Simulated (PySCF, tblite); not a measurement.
# n-(3-methylbutyl)acetamide: geometry, infrared bands, NMR shifts, electronic excitations and core binding energies

Aim: predict the infrared bands, NMR shifts, electronic excitations and core binding energies of n-(3-methylbutyl)acetamide (`CC(=O)NCCC(C)C`).

Computed with tblite 0.8.0 and PySCF 2.14.0, with density-fitted response routines of our own, on a single molecule in the gas phase. Atoms count from 0, in the outputs and in this text.

## Step 1: The molecule as given

24 atoms, charge 0, multiplicity 1; geometry from: GFN2-xTB.

Bonds of the start (Å): C0–C1 1.52, C1–O2 1.21, C1–N3 1.35, N3–C4 1.44, C4–C5 1.53, C5–C6 1.53, C6–C7 1.53, C6–C8 1.53, C0–H9 1.09, C0–H10 1.09, C0–H11 1.09, N3–H12 1.01, C4–H13 1.09, C4–H14 1.10, C5–H15 1.09, C5–H16 1.09, C6–H17 1.10, C7–H18 1.09, C7–H19 1.09, C7–H20 1.09, C8–H21 1.09, C8–H22 1.09, C8–H23 1.09.

## Step 2: Infrared spectrum with GFN2-xTB

What the job is given:

```
{"job": {"kind": "ir", "xc": "GFN2-xTB", "basis": "xTB"}, "charge": 0, "multiplicity": 1}
C      4.038598     0.179450     0.556788
C      2.621928     0.710140     0.655213
O      2.224686     1.394341     1.572867
N      1.838752     0.354433    -0.390201
C      0.446333     0.725929    -0.489572
C     -0.474297    -0.495216    -0.483418
C     -1.955510    -0.120725    -0.609000
C     -2.471991     0.554276     0.659126
C     -2.787796    -1.366373    -0.910139
H      4.484239     0.461291    -0.394318
H      4.033748    -0.905701     0.635808
H      4.629667     0.592105     1.368557
H      2.213689    -0.241040    -1.111022
H      0.248349     1.366974     0.370715
H      0.288555     1.304566    -1.407525
H     -0.201066    -1.142940    -1.321706
H     -0.317716    -1.057587     0.439267
H     -2.062684     0.577549    -1.447246
H     -3.524707     0.804945     0.550140
H     -2.365668    -0.113454     1.511096
H     -1.926343     1.469353     0.870097
H     -2.455671    -1.842522    -1.830123
H     -2.699700    -2.085794    -0.098962
H     -3.837131    -1.104235    -1.021956
```

**Question.** This job is followed by: PBE0-D3(BJ)/def2-SVP geometry optimisation, gas phase; GIAO PBE0/pcSseg-1 NMR shielding, non-relativistic, gas phase; TDDFT PBE0/def2-SVPD, vertical, gas phase, core orbitals frozen in the response; GIAO PBE/pcSseg-1 NMR shielding, non-relativistic, gas phase; delta-SCF UKS SCAN, pcX-2 on the ionised atom, pcseg-1 elsewhere, spin-free X2C. What will the session give for the following? strongest single infrared mode (GFN2-xTB); zero-point energy (GFN2-xTB); point group; rotational constants (main isotopes); ¹³C shifts against TMS (PBE0/pcSseg-1, means over atoms taken as alike); ¹H shifts against TMS (PBE0/pcSseg-1, means over atoms taken as alike); ¹⁷O shifts against H2O (PBE0/pcSseg-1); ¹⁵N shifts against NH3 (PBE0/pcSseg-1); lowest singlet (PBE0/def2-SVPD); brightest single state of those computed; lowest triplet; vertical ionisation energy (ΔSCF); C1s binding energies, SCAN/pcX-2; O1s binding energies, SCAN/pcX-2; N1s binding energies, SCAN/pcX-2; range of the shift of N3.

**Answer**, as computed:

| quantity | value |
| --- | --- |
| strongest single infrared mode (GFN2-xTB) | 1753 cm⁻¹, 496 km/mol |
| zero-point energy (GFN2-xTB) | 132.8 kcal/mol |
| point group | C1 |
| rotational constants (main isotopes) | 3.78, 0.64, 0.59 GHz |
| ¹³C shifts against TMS (PBE0/pcSseg-1, means over atoms taken as alike) | 167.5, 43.0, 38.1, 28.5, 24.0, 23.5 ppm |
| ¹H shifts against TMS (PBE0/pcSseg-1, means over atoms taken as alike) | 4.16, 3.28, 1.79, 1.21, 0.99, 0.93 ppm |
| ¹⁷O shifts against H2O (PBE0/pcSseg-1) | 424.8 ppm |
| ¹⁵N shifts against NH3 (PBE0/pcSseg-1) | 135.9 ppm |
| lowest singlet (PBE0/def2-SVPD) | 5.78 eV (215 nm), f = 0.001 |
| brightest single state of those computed | state 4, 7.06 eV, f = 0.197 |
| lowest triplet | 5.26 eV |
| vertical ionisation energy (ΔSCF) | 9.19 eV |
| C1s binding energies, SCAN/pcX-2 | C1 293.37, C4 291.43, C0 290.97, C6 290.58, C5 290.41, C7 290.39 eV |
| O1s binding energies, SCAN/pcX-2 | O2 536.58 eV |
| N1s binding energies, SCAN/pcX-2 | N3 405.52 eV |
| range of the shift of N3 | 135.9 to 143.4 ppm |

No mode is imaginary among the 66: a minimum at this level. The strongest single mode, at 1753 cm⁻¹, moves mainly C1 and O2. Unscaled tight-binding wavenumbers are off by several per cent, some by more. Its intensities can rank the bands wrongly. The optimisation took 10 steps and gained 0.062 eV; among the close pairs (by a distance rule), C7–H19 changed most, from 1.088 to 1.103 Å. At PBE0/pcSseg-1: The widest tensor belongs to O2: span 754 ppm, with a paramagnetic part of -496 ppm. The lowest singlet, at 5.78 eV, is HOMO→LUMO+1 0.45, HOMO−1→LUMO+1 0.35 and is dark; of the 10 states computed, the strongest absorption comes from state 4 at 7.06 eV. The lowest triplet lies 0.52 eV below the lowest singlet (triplets in Tamm-Dancoff, singlets in full TDDFT). The orbital energy would give 7.29 eV for ionisation, ΔSCF gives 9.19 eV. In this run the hole sits in HOMO−1, not in the HOMO; unless the two are degenerate, this need not be the first ionisation. The C1s levels kept as sound span 2.98 eV, from C7 (methyl carbon) up to C1 (amide carbonyl carbon). In ppm, N3 moves most: its shift spreads over 7.5 ppm, from 135.9 (PBE0/pcSseg-1) to 143.4 (PBE/pcSseg-1).
